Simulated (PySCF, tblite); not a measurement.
**C₆H₁₄N radical: geometry, infrared bands and EPR parameters**

Wanted: the infrared bands and EPR parameters of C₆H₁₄N radical (`[CH2]CC(C)(C)CN`), by calculation.

Programs: tblite 0.8.0 and PySCF 2.14.0, with density-fitted response routines of our own. Each step states its level of theory. These are calculated values for one molecule in the gas phase, unless marked as measured. Atoms count from 0, in the outputs and in this text.

**1. The molecule as given**

21 atoms, charge 0, multiplicity 2; geometry from: force field or distance geometry start.

Bonds of the start (Å): C0–C1 1.49, C1–C2 1.55, C2–C3 1.53, C2–C4 1.55, C2–C5 1.57, C5–N6 1.46, C0–H7 1.08, C0–H8 1.09, C1–H9 1.11, C1–H10 1.10, C3–H11 1.10, C3–H12 1.08, C3–H13 1.11, C4–H14 1.09, C4–H15 1.10, C4–H16 1.09, C5–H17 1.10, C5–H18 1.10, N6–H19 1.01, N6–H20 1.03.

**2. Optimising the geometry with GFN2-xTB**

Job settings and geometry (Å):

```
{"job": {"kind": "relax", "xc": "GFN2-xTB", "basis": "xTB"}, "charge": 0, "multiplicity": 2}
C      1.856400     1.392600    -0.769600
C      1.507300    -0.010800    -0.412800
C      0.088700    -0.259600     0.159700
C     -0.052300    -1.757900     0.449800
C     -0.120000     0.517400     1.482200
C     -0.978800     0.168200    -0.906500
N     -2.356700    -0.093800    -0.514500
H      2.451100     1.596200    -1.648500
H      1.696300     2.203300    -0.066000
H      2.252800    -0.356600     0.332000
H      1.653900    -0.636700    -1.299400
H     -1.024900    -2.011600     0.907900
H      0.048600    -2.359700    -0.445300
H      0.726800    -2.095200     1.158600
H      0.696000     0.326000     2.177700
H     -0.160600     1.601600     1.318700
H     -1.049300     0.235800     1.978500
H     -0.783100    -0.369400    -1.843000
H     -0.885100     1.242600    -1.115700
H     -2.975600     0.209900    -1.251200
H     -2.600300     0.474600     0.306800
```

Command:

```sh
$ OMP_NUM_THREADS=1 python probes_run.py task.json out
```

This one command runs all jobs of the session in turn.

**Question.** This job is followed by: GFN2-xTB harmonic vibrations, gas phase; UKS B3LYP, pcH-1 on C H N, non-relativistic, mean-field spin-orbit, GIAO. Predict these results of the whole session: strongest single infrared mode (GFN2-xTB); zero-point energy (GFN2-xTB); g(iso) (B3LYP); ⟨S²⟩; largest a(iso) (averaged by class); potential on the surface of density 0.002 e/bohr³, 1st and 99th percentile.

**Answer**, as computed:

| quantity | value |
| --- | --- |
| strongest single infrared mode (GFN2-xTB) | 2804 cm⁻¹, 98 km/mol |
| zero-point energy (GFN2-xTB) | 117.8 kcal/mol |
| g(iso) (B3LYP) | 2.00269 |
| ⟨S²⟩ | 0.754 (exact 0.75) |
| largest a(iso) (averaged by class) | 13C on C0, 88.1 MHz |
| potential on the surface of density 0.002 e/bohr³, 1st and 99th percentile | -1.54 V and 1.29 V |

In words: Over 95 steps the energy fell by 0.149 eV; of the close pairs, C2–C5 changed most, 1.568 to 1.538 Å. No mode is imaginary among the 57: a minimum at this level. The strongest single mode, at 2804 cm⁻¹, moves mainly H18. Unscaled tight-binding wavenumbers are off by several per cent, some by more. Its intensities can rank the bands wrongly. C0 carries the largest spin population, 1.07 e. The isotropic g lies 0.4 ppt above the free-electron value. The conformer search (at its own cheap level) found a structure 7.5 kcal/mol lower, so these spectra needn't be the molecule's.
